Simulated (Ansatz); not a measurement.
**LaIn2Hg2: a short molecular-dynamics run**

A trajectory of LaIn2Hg2, a randomly packed cell with 5 atoms that was not relaxed first: 30 steps of 1.5 fs under a Langevin thermostat and barostat at 300 K and 0 GPa.

Method: DFT PBE, plane waves, PAW, scalar-relativistic, no spin polarisation, in Ansatz 0.2.0.

The cell holds 5 atoms (Hg2In2La): a = 5.945 Å, b = 4.665 Å, c = 5.722 Å, α = 83.77°, β = 98.92°, γ = 90.39°.

Coordinates:

```cif
data_structure
_symmetry_space_group_name_H-M 'P 1'
_symmetry_Int_Tables_number 1
_cell_length_a 5.9451
_cell_length_b 4.6647
_cell_length_c 5.7216
_cell_angle_alpha 83.775
_cell_angle_beta 98.921
_cell_angle_gamma 90.388
_cell_volume 155.82
loop_
_atom_site_label
_atom_site_type_symbol
_atom_site_fract_x
_atom_site_fract_y
_atom_site_fract_z
_atom_site_occupancy
In1 In 0.92462 0.39811 0.51031 1
In2 In 0.50690 0.49609 0.71621 1
La1 La 0.80359 0.95406 0.06926 1
Hg1 Hg 0.34457 0.93526 0.32523 1
Hg2 Hg 0.25022 0.98247 0.79842 1
```

The structure above is the start of the run; the results belong to its end.

```
                              quantity                            value
                                length               30 steps of 1.5 fs
      temperature, first and last step                    240 and 312 K
              temperature, second half    mean 238 K, from 160 to 312 K
         potential energy, second half       +6 meV/atom from the start
largest change of the conserved energy                    0.01 meV/atom
           volume, first and last step          31.16 and 33.26 Å³/atom
 mean square displacement, second half  In 0.007, La 0.003, Hg 0.002 Å²
```

What this shows: Against a set 300 K the second half averages 238 K, going from 177 to 312 K over that half. The conserved energy strays from its start by at most 0.01 meV/atom, under 0.1 % of the mean kinetic energy, so a step of 1.5 fs is short enough over this time. Over the second half In atoms stand 0.1 Å (root mean square) from where they began, and the farthest move is 0.1 Å. The volume changes by +6.7 % from first to last step, and is still moving at the end, so it is no equilibrium value. A run of 45 fs with 5 atoms shows the motion but fixes no equilibrium value. The k-mesh is coarse.

Q: Write an input and a launch command for the first run that leads to these results.

The input that was used; it is not the only one that fits:

input.yaml reads:

```yaml
crystal:
  lattice:
    - [5.876007, 0.855332, 0.292159]
    - [-0.731161, 4.544101, 0.759227]
    - [-1.106593, -0.475706, 5.593349]
  atoms:
    - { symbol: In, position: [0.924618, 0.398114, 0.510306] }
    - { symbol: In, position: [0.506903, 0.496094, 0.716213] }
    - { symbol: La, position: [0.803594, 0.95406, 0.069263] }
    - { symbol: Hg, position: [0.344571, 0.935256, 0.325227] }
    - { symbol: Hg, position: [0.250223, 0.98247, 0.79842] }
kpoints:
  mp_grid: { grid: [3, 3, 3] }
magnetization:
  spin_polarized: false
scf:
  occupations: { method: gaussian, width: 0.1 }
hamiltonian:
  pseudopotentials: { kind: paw }
  xc: pbe
basis:
  ecutwfc: 420
md:
  timestep: 1.5
  n_steps: 30
  ensemble: npt_langevin
  temperature: 300.0
  initial_velocities: maxwell_boltzmann
  seed: 82362
  pressure: 0.0
```

On the command line:

```sh
$ ansatz run input.yaml --threads 2 --pin off --max-ram 2560MiB --backend cpu --events-out ev --progress --plain --runs-dir out
```
